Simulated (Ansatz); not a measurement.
# Sn: a tetragonal deformation path

An exercise on one series of results from a longer session: the logs are not shown, and one member is left open.

Program: Ansatz 0.2.0. Level of theory: DFT LDA, scalar-relativistic, plane waves, PAW. These are calculated values, not measurements.

1 further run of the same task is left out (set aside as unsound or not needed).

### The system as given

Symmetry: I4_1/amd, No. 141, tetragonal system. The conventional cell has a = 5.880 Å, b = 5.880 Å, c = 3.199 Å, α = 90.00°, β = 90.00°, γ = 90.00°. Sn (site symmetry -4m2) has 6 Sn at 3.05 to 3.20 Å as nearest neighbours.

As a file:

```cif
data_structure
_symmetry_space_group_name_H-M 'P 1'
_symmetry_Int_Tables_number 1
_cell_length_a 4.4550
_cell_length_b 4.4550
_cell_length_c 4.4550
_cell_angle_alpha 97.405
_cell_angle_beta 97.405
_cell_angle_gamma 137.923
_cell_volume 55.30
loop_
_atom_site_label
_atom_site_type_symbol
_atom_site_fract_x
_atom_site_fract_y
_atom_site_fract_z
_atom_site_occupancy
Sn1 Sn 0.75000 0.25000 0.50000 1
Sn2 Sn 0.00000 0.00000 0.00000 1
```

The structure comes from the Materials Project (structure only).

Set-up of the first run:

Contents of input.yaml:

```yaml
crystal:
  lattice:
    - [-2.9401404553, 2.9401404553, 1.5993019889]
    - [2.9401404553, -2.9401404553, 1.5993019889]
    - [2.9401404553, 2.9401404553, -1.5993019889]
  atoms:
    - { symbol: Sn, position: [0.75, 0.25, 0.5] }
    - { symbol: Sn, position: [0.0, 0.0, 0.0] }
basis:
  ecutwfc: 420
kpoints:
  mp_grid: { grid: [6, 6, 6] }
hamiltonian:
  xc: lda
scf:
  occupations: { method: gaussian, width: 0.1 }
output:
  forces: true
  stress: true
  eigenvalues: true
```

Command:

```sh
ansatz run input.yaml --threads 1 --pin off --max-ram 1228MiB --backend cpu --events-out ev --progress --plain --runs-dir out
```

Steps of the session up to this table: A first look at the start; The undisturbed cell; Point ρ = 0.850; At ρ = 1.200; Point ρ = 0.920; At ρ = 1.100.

One table of the session follows, with a row left open; its other results are not shown here.

It belongs to the step «The scan collected». Collected from the runs (energy zero: the undisturbed cell):

```
    ρ  ΔE (meV/atom)  pressure (GPa)
0.850           99.8            -0.7
0.920              ?               ?
1.000            0.0            -2.9
1.100           25.0            -2.1
1.200           76.1            -0.6
```

Estimate the missing values for ρ = 0.920.

Worked estimate for «ΔE (meV/atom)». A straight line through the neighbours (0.850, 99.8) and (1.000, 0.0) gives 99.8 + (0.0 − 99.8) × (0.920 − 0.850) / (1.000 − 0.850) = 53.2; a parabola fitted to 3 rows on both sides gives 32.7.

As computed: ΔE (meV/atom): 19.2; pressure (GPa): -2.5. In «ΔE (meV/atom)» the line misses by +34.0 and the parabola by +13.5.
